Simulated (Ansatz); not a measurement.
# C2H7ClOSSi: one species, many methods

An exercise on one series of results from a longer session: the logs are not shown, and one member is left open.

The runs use Ansatz 0.2.0, Gaussian basis; functionals in def2-TZVPP, the program's frozen cores in correlated methods.

The runs, in order: PBE-D4, r2SCAN-D4, PBE0-D4, B3LYP-D4, ωB97X-V, ωB97M-V, B2PLYP; CCSD(T)/def2-TZVPP; MP2/def2-QZVPP; extrapolation to the limit.

### The relaxed structure

The geometry comes from an earlier relaxation with PBE0-D4 in a triple-zeta def2 set; it is a stationary point, not always the lowest conformer.

SMILES `CO[SiH](Cl)SC`, 13 atoms, charge 0, spin multiplicity 1.

Atoms are counted from 1 here; the program's logs count them from 0.

Bond lengths: C1–O2 1.414 Å, C1–H7 1.094 Å, C1–H8 1.095 Å, C1–H9 1.090 Å, O2–Si3 1.624 Å, Si3–Cl4 2.045 Å, Si3–S5 2.112 Å, Si3–H10 1.483 Å, S5–C6 1.818 Å, C6–H11 1.089 Å, C6–H12 1.089 Å, C6–H13 1.090 Å. Angles: O2–C1–H7 111.2°, O2–C1–H8 111.4°, O2–C1–H9 107.8°, H7–C1–H8 108.8°, H7–C1–H9 108.9°, H8–C1–H9 108.7°, C1–O2–Si3 124.2°, O2–Si3–Cl4 106.6°, O2–Si3–S5 109.5°, O2–Si3–H10 112.6°, Cl4–Si3–S5 112.1°, Cl4–Si3–H10 106.5°, S5–Si3–H10 109.4°, Si3–S5–C6 98.2°, S5–C6–H11 110.7°, S5–C6–H12 106.7°, S5–C6–H13 111.2°, H11–C6–H12 109.3° and more.

The first run:

in.yaml reads:

```yaml
crystal:
  periodic: [false, false, false]
  atoms:
    - {symbol: C, position_ang: [0.854829, 1.920253, -1.478454]}
    - {symbol: O, position_ang: [0.000672, 1.845064, -0.354013]}
    - {symbol: Si, position_ang: [-0.135503, 0.540907, 0.604562]}
    - {symbol: Cl, position_ang: [-1.360069, 1.077690, 2.151931]}
    - {symbol: S, position_ang: [-0.920335, -1.073292, -0.508185]}
    - {symbol: C, position_ang: [-0.732673, -2.371629, 0.749839]}
    - {symbol: H, position_ang: [0.529382, 1.237185, -2.268402]}
    - {symbol: H, position_ang: [1.889806, 1.682385, -1.210678]}
    - {symbol: H, position_ang: [0.817506, 2.942236, -1.856566]}
    - {symbol: H, position_ang: [1.157811, 0.139639, 1.210217]}
    - {symbol: H, position_ang: [-1.438709, -2.221606, 1.565451]}
    - {symbol: H, position_ang: [-0.948734, -3.318628, 0.257239]}
    - {symbol: H, position_ang: [0.286026, -2.400212, 1.137068]}
basis:
  gaussian: {orbitals: def2-TZVPP}
hamiltonian: {xc: pbe, dispersion: d4}
output: {forces: true, orbitals: {seedname: orbitals}}
```

On the command line:

```
ansatz run in.yaml --threads 2 --pin off --events-out ev --progress --plain --max-ram 32768MiB --backend cuda --devices 0, --max-vram 18GiB
```

Among the steps run: PBE-D4 (GGA); r2SCAN-D4 (meta-GGA); PBE0-D4 (hybrid); B3LYP-D4 (hybrid); ωB97X-V (range-separated); ωB97M-V (range-separated); B2PLYP (double hybrid); CCSD(T) in def2-TZVPP; MP2 in def2-QZVPP.

One of the session's tables, all rows but one given; the rest of the session is left out.

| method | atomisation energy (kJ/mol) |
| --- | --- |
| PBE-D4 | 4834.1 |
| r2SCAN-D4 | 4782.4 |
| PBE0-D4 | 4766.4 |
| B3LYP-D4 | 4746.6 |
| ωB97X-V | 4785.3 |
| ωB97M-V | 4787.4 |
| B2PLYP | 4696.3 |
| HF/def2-TZVPP | 3499.3 |
| MP2/def2-TZVPP | 4718.7 |
| CCSD/def2-TZVPP | 4565.3 |
| CCSD(T)/def2-TZVPP | 4636.2 |
| MP2/CBS | 4854.4 |
| CCSD(T)/CBS | ? |

**Question.** Estimate the row for CCSD(T)/CBS.

The run gave: atomisation energy (kJ/mol): 4771.8. In the column «atomisation energy (kJ/mol)» it lies between PBE0-D4 (4766.4) and r2SCAN-D4 (4782.4).
